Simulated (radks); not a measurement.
**Exchange and kinetic functionals tested on atomic densities: Kr, Mo⁺, Au, Xe²⁵⁺, Mg**

The task here is to estimate one member of a computed series from the others.

Program: radks (a radial shooting solver on a logarithmic mesh, Libxc functionals) version 1. Level of theory: non-relativistic Kohn-Sham, exchange-only LDA, spin-polarised, spherical densities, point nucleus; open shells are filled with parallel spins first. These are calculated values, not measurements, unless marked.

### The atom as given

- species: Kr ([Kr]), Mo⁺ ([Kr] 4d5), Au ([Xe] 4f14 5d10 6s1), Xe²⁵⁺ ([Ar] 3d10 4s1), Mg ([Ne] 3s2)

Set-up of the first run:

The run's settings:

```text
Z 36
configuration [Kr]
relativity non-relativistic
functional lda,
spin polarised
nucleus point
```

Steps of the session up to this table: Kr, [Kr].

One table of the session follows, with a row left open; its other results are not shown here.

It belongs to the step «Kr, [Kr]». Radial moments (bohr):

| level | <r> | outermost maximum (interpolated) | 90 % within | nodes |
| --- | --- | --- | --- | --- |
| 1s | 0.04250 | 0.0281 | 0.0756 | 0 |
| 2s | 0.1881 | 0.158 | 0.290 | 1 |
| 2p | 0.1620 | 0.125 | 0.264 | 0 |
| 3s | ? | ? | ? | ? |
| 3p | 0.5464 | 0.468 | 0.833 | 1 |
| 3d | 0.5548 | 0.410 | 0.909 | 0 |
| 4s | 1.603 | 1.36 | 2.39 | 3 |
| 4p | 1.970 | 1.56 | 3.06 | 2 |

Estimate the missing values for 3s.

As computed: <r>: 0.5429; outermost maximum (interpolated): 0.478; 90 % within: 0.807; nodes: 2. In the column «<r>» it lies between 2s (0.1881) and 3p (0.5464).
